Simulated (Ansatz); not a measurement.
# Cl2H3O2Si2 radical: a ladder of functionals and wavefunction methods

Aim: compute Cl2H3O2Si2 radical with functionals from several rungs and with coupled cluster, and see how far each lands from CCSD(T) at the basis-set limit for the atomisation energy.

The runs use Ansatz 0.2.0, Gaussian basis; functionals in def2-TZVPP, the program's frozen cores in correlated methods.

Levels to be run: PBE-D4, r2SCAN-D4, PBE0-D4, B3LYP-D4, ωB97X-V, ωB97M-V, B2PLYP; CCSD(T)/def2-TZVPP; MP2/def2-QZVPP; extrapolation to the limit.

## Step 1: The relaxed structure

The geometry comes from an earlier relaxation with PBE0-D4 in a triple-zeta def2 set; it is a stationary point, not always the lowest conformer.

9 atoms, charge 0, spin multiplicity 2.

Atoms are counted from 1 here; the program's logs count them from 0.

Bond lengths: O1–Si2 1.621 Å, O1–H7 0.959 Å, Si2–Cl3 2.047 Å, Si2–O4 1.629 Å, Si2–H8 1.467 Å, O4–Si5 1.630 Å, Si5–Cl6 2.057 Å, Si5–H9 1.491 Å. Angles: Si2–O1–H7 119.5°, O1–Si2–Cl3 110.7°, O1–Si2–O4 110.5°, O1–Si2–H8 107.2°, Cl3–Si2–O4 107.3°, Cl3–Si2–H8 109.8°, O4–Si2–H8 111.3°, Si2–O4–Si5 148.2°, O4–Si5–Cl6 110.0°, O4–Si5–H9 108.1°, Cl6–Si5–H9 107.8°.

Coordinates:

```
O     1.36257   -1.83482    0.65600
Si    0.93751   -0.29555    0.37853
Cl    1.81409    0.39913   -1.33580
O    -0.67455   -0.17593    0.18059
Si   -1.98466    0.78334    0.03856
Cl   -1.40000    2.73914   -0.21414
H     1.28437   -2.47979   -0.04885
H     1.39382    0.49558    1.52713
H    -2.73314    0.36890   -1.18201
```

## Step 2: PBE-D4 (GGA)

Input file in.yaml:

```yaml
crystal:
  periodic: [false, false, false]
  atoms:
    - {symbol: O, position_ang: [1.362567, -1.834823, 0.655997]}
    - {symbol: Si, position_ang: [0.937510, -0.295553, 0.378533]}
    - {symbol: Cl, position_ang: [1.814090, 0.399131, -1.335805]}
    - {symbol: O, position_ang: [-0.674554, -0.175933, 0.180586]}
    - {symbol: Si, position_ang: [-1.984658, 0.783344, 0.038563]}
    - {symbol: Cl, position_ang: [-1.399997, 2.739142, -0.214143]}
    - {symbol: H, position_ang: [1.284368, -2.479791, -0.048848]}
    - {symbol: H, position_ang: [1.393816, 0.495579, 1.527130]}
    - {symbol: H, position_ang: [-2.733142, 0.368904, -1.182014]}
basis:
  gaussian: {orbitals: def2-TZVPP}
magnetization: {spin_polarized: true, initial_magnetization: 1}
hamiltonian: {xc: pbe, dispersion: d4}
output: {forces: true, orbitals: {seedname: orbitals}}
```

The run is started by

```console
$ ansatz run in.yaml --threads 2 --pin off --events-out ev --progress --plain --max-ram 22528MiB --backend cuda --devices 0, --max-vram 18GiB
```

The runs that follow: r2SCAN-D4 (meta-GGA); PBE0-D4 (hybrid); B3LYP-D4 (hybrid); ωB97X-V (range-separated); ωB97M-V (range-separated); B2PLYP (double hybrid); CCSD(T) in def2-TZVPP; MP2 in def2-QZVPP.

Q: Predict the results of all the runs planned. Wanted: atomisation energy, CCSD(T)/CBS; farthest; mean size of error, hybrid; mean size of error, range-separated; gap, smallest and largest; T1 diagnostic; triples share of the correlation energy.

The runs gave:

| quantity | value |
| --- | --- |
| atomisation energy, CCSD(T)/CBS | 785.8 kcal/mol |
| functionals within 3.9 kcal/mol (0.5 %) | PBE-D4, r2SCAN-D4, ωB97X-V, ωB97M-V |
| farthest | B2PLYP (-16.4 kcal/mol) |
| mean size of error, hybrid | 10.6 kcal/mol |
| mean size of error, range-separated | 0.3 kcal/mol |
| gap, smallest and largest | 1.71 eV (PBE-D4), 7.74 eV (ωB97X-V) |
| T1 diagnostic | 0.0124 |
| triples share of the correlation energy | 3.8 % |

**Reading.** PBE-D4 misses by +3.8 kcal/mol. Double hybrids carry the basis error of their MP2 part in triple zeta, and no dispersion term here, so their miss is partly the set-up's. Misses under about 3.9 kcal/mol are within the doubt on the reference itself, which lacks core-valence correlation, relativity and higher excitations. Hartree-Fock recovers 73 % of the binding; the rest is correlation. Orbital gaps span 1.7 to 7.7 eV; exact exchange widens them.
